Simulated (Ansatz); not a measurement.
This script makes a ranking of polymorphs by energy of 2 structures of MoPd with the Ansatz DFT code, driven from Python.

Contents of `mopd_p_6m2.xyz`:
```text
2
Lattice="2.79389608 0.0 0.0 -1.39694804 2.41958498 0.0 0.0 0.0 4.566371" Properties=species:S:1:pos:R:3 pbc="T T T"
Mo    1.39694805    0.80652832    2.28318550
Pd   -0.00000001    1.61305666    0.00000000
```

`mopd_r_3m.cif`
```cif
data_MoPd
_cell_length_a 4.913389
_cell_length_b 4.913389
_cell_length_c 4.913389
_cell_angle_alpha 32.81008
_cell_angle_beta 32.81008
_cell_angle_gamma 32.81008
_symmetry_space_group_name_H-M 'P 1'
_symmetry_Int_Tables_number 1
loop_
_symmetry_equiv_pos_as_xyz
'x, y, z'
loop_
_atom_site_label
_atom_site_type_symbol
_atom_site_fract_x
_atom_site_fract_y
_atom_site_fract_z
Mo1 Mo    0.000000    0.000000    0.000000
Pd2 Pd    0.500000    0.500000    0.500000
```

`run_polymorphs.py`:
```python
"""Polymorphs of MoPd, after relaxing cells and atoms."""

import warnings

import ansatz
from ase.io import read
import numpy as np
import spglib


def compute(name, crystal):
    calc = (
        crystal.calculation()
        .functional("pbesol")
        .basis(19 * ansatz.Ha)
        .kpoints(spacing=0.3)
        .occupations("fermi_dirac", width=0.1)
        .stress()
        .band_table()
    )
    calc = calc.relax(force_tolerance=0.02, cell=True)
    return calc.run(threads=1, pin="off")


def volume_per_atom(outcome):
    return abs(np.linalg.det(outcome.lattice.cell_ang)) / len(outcome.lattice.sites)


def space_group(outcome):
    sites = outcome.report["lattice"]["sites"]
    kinds = sorted({site["symbol"] for site in sites})
    cell = (outcome.lattice.cell_ang, [site["position_frac"] for site in sites], [kinds.index(site["symbol"]) for site in sites])
    return spglib.get_spacegroup(cell, symprec=0.01)

warnings.simplefilter("ignore", ansatz.DeckWarning)

phases = {}
p_6m2 = ansatz.Crystal.from_extxyz("mopd_p_6m2.xyz")
phases["P-6m2"] = p_6m2
atoms = read("mopd_r_3m.cif")
r_3m = ansatz.Crystal.from_ase(atoms)
phases["R-3m"] = r_3m

done = {}
for name, crystal in phases.items():
    done[name] = compute(name, crystal)
    print(f"{name}: {done[name].report['energy_sigma0_ev']:.4f} eV, {len(done[name].lattice.sites)} atoms")

energy = {name: o.report["energy_sigma0_ev"] / len(o.lattice.sites) for name, o in done.items()}
lowest = min(energy.values())
rows = [(name, len(o.lattice.sites), 1000 * (energy[name] - lowest), volume_per_atom(o), space_group(o)) for name, o in done.items()]
rows.sort(key=lambda row: row[2])
print("     phase       atoms  dE (meV/atom)  V (A^3/atom)  space group")
for row in rows:
    print(f"{str(row[0]):>10}  {row[1]:10d}  {row[2]:13.1f}  {row[3]:12.3f}  {str(row[4]):>11}")
```

Which of these structures comes out lowest, and how far apart are they?

By space group at the end of each run: P-6m2 (+0 meV an atom, 14.7 Å³) and R-3m (+49 meV an atom, 14.8 Å³).

The output:

```console
$ python run_polymorphs.py
P-6m2: -11804.0824 eV, 2 atoms
R-3m: -11803.9845 eV, 2 atoms
     phase       atoms  dE (meV/atom)  V (A^3/atom)  space group
     P-6m2           2            0.0        14.749  P-6m2 (187)
      R-3m           2           49.0        14.803   R-3m (166)
```

Caveats:
- Total energies depend on the potentials; only differences at equal settings carry meaning.
- For the metals among these phases the mesh is modest: differences between phases can be off by up to 40 meV an atom.
- The cells come from databases of deposited and of computed structures, and not all need be stable phases.
- The ranking holds among these structures alone, at zero temperature; the ground state may be another structure. Differences under about 40 meV an atom lie within the error of mesh and functional.
- Timing: 40 s on 1 thread of Arm Neoverse V1, with other jobs on the host, peak memory 0.53 GiB.

(Lines on the test bed's own set-up are left out of the output.)
